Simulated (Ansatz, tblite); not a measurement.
# C14H10IN3: rung by rung

One table from this session's results is given with a row withheld; the runs are named, their logs left out.

Program: Ansatz 0.2.0, Gaussian basis. Level of theory: as each input shows. These are calculated values, not measurements.

Levels to be run: GFN1-xTB, GFN2-xTB, PBE-D4/def2-TZVP, r2SCAN-D4/def2-TZVP, ωB97X-V/def2-TZVP, B2PLYP/def2-TZVP, LDA/def2-TZVP, PBE-D4/def2-SVP, PBE0-D4/def2-SVP, CCSD(T)/def2-SVP, MP2/def2-TZVP, RPA/def2-TZVP.

1 further run of the same task is left out (set aside as unsound or not needed).

**The geometry**

The singlet was relaxed beforehand with PBE-D4/def2-SVP.

SMILES `N#C[N-]C#N.c1ccc([I+]c2ccccc2)cc1`, 28 atoms, charge 0, spin multiplicity 1.

Bond lengths: N1–C2 1.193 Å, C2–N3 1.303 Å, N3–C4 1.301 Å, C4–N5 1.194 Å, C6–C7 1.404 Å, C6–C18 1.404 Å, C6–H19 1.101 Å, C7–C8 1.404 Å, C7–H20 1.100 Å, C8–C9 1.399 Å, C8–H21 1.097 Å, C9–I10 2.155 Å, C9–C17 1.399 Å, I10–C11 2.155 Å, C11–C12 1.399 Å, C11–C16 1.399 Å, C12–C13 1.404 Å, C12–H22 1.097 Å and more. Angles: N1–C2–N3 177.0°, C2–N3–C4 127.0°, N3–C4–N5 177.1°, C7–C6–C18 120.7°, C7–C6–H19 119.7°, C18–C6–H19 119.7°, C6–C7–C8 120.5°, C6–C7–H20 120.6°, C8–C7–H20 118.9°, C7–C8–C9 116.8°, C7–C8–H21 121.0°, C9–C8–H21 122.1°, C8–C9–I10 117.9°, C8–C9–C17 124.8°, I10–C9–C17 117.2°, C9–I10–C11 113.0°, I10–C11–C12 117.7°, I10–C11–C16 117.4° and more.

I takes a core potential in the def2 sets. No spin-orbit coupling is included.

PBE0-D4/def2-TZVP was run before; its log isn't repeated, and its numbers join the tables.

The first run:

Tight binding, by tblite at 300 K electronic temperature and without a spin-polarisation term:

```python
tblite.interface.Calculator('GFN1-xTB', numbers, positions, charge=0, uhf=0).singlepoint()
```

Tight binding, by tblite at 300 K electronic temperature and without a spin-polarisation term:

```python
tblite.interface.Calculator('GFN2-xTB', numbers, positions, charge=0, uhf=0).singlepoint()
```

start.molden holds the orbitals of an earlier run on this state, given as this run's starting guess.

File in.yaml:

```yaml
crystal:
  periodic: [false, false, false]
  atoms:
    - {symbol: N, position_ang: [-1.715623, 1.597752, -0.331055]}
    - {symbol: C, position_ang: [-1.009515, 1.317306, 0.588647]}
    - {symbol: N, position_ang: [-0.267497, 1.060206, 1.628922]}
    - {symbol: C, position_ang: [0.657523, 0.150914, 1.725740]}
    - {symbol: N, position_ang: [1.518728, -0.663621, 1.870398]}
    - {symbol: C, position_ang: [-2.971425, -2.561862, 1.567886]}
    - {symbol: C, position_ang: [-3.302169, -1.759681, 0.464605]}
    - {symbol: C, position_ang: [-2.308645, -1.344124, -0.436875]}
    - {symbol: C, position_ang: [-1.002416, -1.771670, -0.177357]}
    - {symbol: I, position_ang: [0.515455, -1.314086, -1.636896]}
    - {symbol: C, position_ang: [1.428097, 0.613009, -1.327819]}
    - {symbol: C, position_ang: [0.828924, 1.721617, -1.935410]}
    - {symbol: C, position_ang: [1.506413, 2.946811, -1.828222]}
    - {symbol: C, position_ang: [2.722446, 3.028791, -1.131240]}
    - {symbol: C, position_ang: [3.275387, 1.891794, -0.520016]}
    - {symbol: C, position_ang: [2.625378, 0.649491, -0.605931]}
    - {symbol: C, position_ang: [-0.621776, -2.552784, 0.919016]}
    - {symbol: C, position_ang: [-1.642369, -2.952641, 1.796832]}
    - {symbol: H, position_ang: [-3.759194, -2.872556, 2.270909]}
    - {symbol: H, position_ang: [-4.338482, -1.426578, 0.304920]}
    - {symbol: H, position_ang: [-2.545928, -0.662619, -1.263354]}
    - {symbol: H, position_ang: [-0.153565, 1.660592, -2.420275]}
    - {symbol: H, position_ang: [1.057423, 3.845053, -2.278077]}
    - {symbol: H, position_ang: [3.238221, 3.997564, -1.047593]}
    - {symbol: H, position_ang: [4.210938, 1.964243, 0.054748]}
    - {symbol: H, position_ang: [3.001666, -0.228278, -0.062624]}
    - {symbol: H, position_ang: [0.431718, -2.780246, 1.130576]}
    - {symbol: H, position_ang: [-1.379714, -3.554399, 2.679547]}
basis:
  gaussian: {orbitals: def2-TZVP, fitting: {mean_field: def2-universal-jkfit}, initial_orbitals: start.molden}
hamiltonian: {xc: pbe, dispersion: d4}
scf: {omitted_lower_state_checks: [starts]}
output: {orbitals: {seedname: orbitals}}
```

Run with:

```bash
$ ansatz run in.yaml --threads 2 --pin off --events-out ev --progress --plain --max-ram 32768MiB --backend cuda --devices 0, --max-vram 18GiB
```

Steps of the session up to this table: PBE-D4/def2-TZVP; r2SCAN-D4/def2-TZVP; ωB97X-V/def2-TZVP; B2PLYP/def2-TZVP; LDA/def2-TZVP; PBE-D4/def2-SVP; PBE0-D4/def2-SVP; CCSD(T)/def2-SVP; MP2/def2-TZVP; RPA/def2-TZVP.

One table of the session follows, with a row left open; its other results are not shown here.

It belongs to the step «Binding energy». 

```
             method  binding an atom (eV)
        HF/def2-SVP                 3.468
       HF/def2-TZVP                 3.386
      LDA/def2-TZVP                 5.808
    PBE-D4/def2-SVP                 5.259
   PBE-D4/def2-TZVP                 5.192
r2SCAN-D4/def2-TZVP                 4.970
   PBE0-D4/def2-SVP                 5.093
  PBE0-D4/def2-TZVP                 5.026
  ωB97X-V/def2-TZVP                 4.924
       MP2/def2-SVP                     ?
      MP2/def2-TZVP                 4.946
      CCSD/def2-SVP                 4.599
   CCSD(T)/def2-SVP                 4.700
```

Q: Estimate the row for MP2/def2-SVP from the others.

As computed: binding an atom (eV): 4.857. In the column «binding an atom (eV)» it lies between CCSD(T)/def2-SVP (4.700) and ωB97X-V/def2-TZVP (4.924).

Caveats from the session: Free atoms were run apart at each level; binding is atoms less cluster, divided by the number of atoms, without zero-point or spin-orbit terms.
